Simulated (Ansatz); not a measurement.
# C₂H₆BCl: small, medium and large basis sets

An exercise on one series of results from a longer session: the logs are not shown, and one member is left open.

The runs use Ansatz 0.2.0, Gaussian basis; one geometry, several basis sets.

The runs, in order: PBE0-D4/def2-SVP; ωB97M-V/def2-SVP; PBE0-D4/def2-QZVPP; ωB97M-V/def2-QZVPP; the functionals' def2-TZVPP values are taken from earlier runs.

**The geometry**

All runs share one geometry, relaxed beforehand with PBE0-D4 in a triple-zeta def2 set.

SMILES `BC(C)Cl`, 10 atoms, charge 0, spin multiplicity 1.

Atoms are counted from 1 here; the program's logs count them from 0.

Bond lengths: B1–C2 1.558 Å, B1–H5 1.193 Å, B1–H6 1.195 Å, C2–C3 1.496 Å, C2–Cl4 1.862 Å, C2–H7 1.088 Å, C3–H8 1.092 Å, C3–H9 1.091 Å, C3–H10 1.095 Å. Angles: C2–B1–H5 119.8°, C2–B1–H6 118.3°, H5–B1–H6 121.6°, B1–C2–C3 123.3°, B1–C2–Cl4 76.4°, B1–C2–H7 117.9°, C3–C2–Cl4 111.5°, C3–C2–H7 113.9°, Cl4–C2–H7 104.4°, C2–C3–H8 112.7°, C2–C3–H9 111.2°, C2–C3–H10 107.7°, H8–C3–H9 109.3°, H8–C3–H10 107.8°, H9–C3–H10 107.9°.

Set-up of the first run:

The input, in.yaml:

```yaml
crystal:
  periodic: [false, false, false]
  atoms:
    - {symbol: B, position_ang: [-0.673936, 1.213499, -0.397935]}
    - {symbol: C, position_ang: [0.103537, -0.133742, -0.485382]}
    - {symbol: C, position_ang: [0.763016, -0.779468, 0.692403]}
    - {symbol: Cl, position_ang: [-1.680141, -0.647950, -0.636714]}
    - {symbol: H, position_ang: [-0.868727, 1.851687, -1.387150]}
    - {symbol: H, position_ang: [-0.962299, 1.631845, 0.683726]}
    - {symbol: H, position_ang: [0.544957, -0.406191, -1.441829]}
    - {symbol: H, position_ang: [0.850166, -1.862653, 0.584928]}
    - {symbol: H, position_ang: [0.231885, -0.550097, 1.616940]}
    - {symbol: H, position_ang: [1.774641, -0.368130, 0.774112]}
basis:
  gaussian: {orbitals: def2-SVP}
hamiltonian: {xc: pbe0, dispersion: d4}
output: {orbitals: {seedname: orbitals}}
```

Command:

```
$ ansatz run in.yaml --threads 2 --pin off --events-out ev --progress --plain --max-ram 4352MiB
```

Among the steps run: PBE0-D4 in def2-SVP; ωB97M-V in def2-SVP; PBE0-D4 in def2-QZVPP; ωB97M-V in def2-QZVPP.

One table of the session follows, with a row left open; its other results are not shown here.

It belongs to the step «Density functionals: the series». 

```
functional       basis  HOMO (eV)  LUMO (eV)
   PBE0-D4    def2-SVP      -8.67      -0.05
   PBE0-D4  def2-TZVPP      -8.71      -0.37
   PBE0-D4  def2-QZVPP      -8.72      -0.48
   ωB97M-V    def2-SVP     -10.91       2.08
   ωB97M-V  def2-TZVPP     -10.97       1.50
   ωB97M-V  def2-QZVPP          ?          ?
```

Estimate the missing values for ωB97M-V, def2-QZVPP.

As computed: HOMO (eV): -10.99; LUMO (eV): 1.23. In the column «HOMO (eV)» it is the lowest.
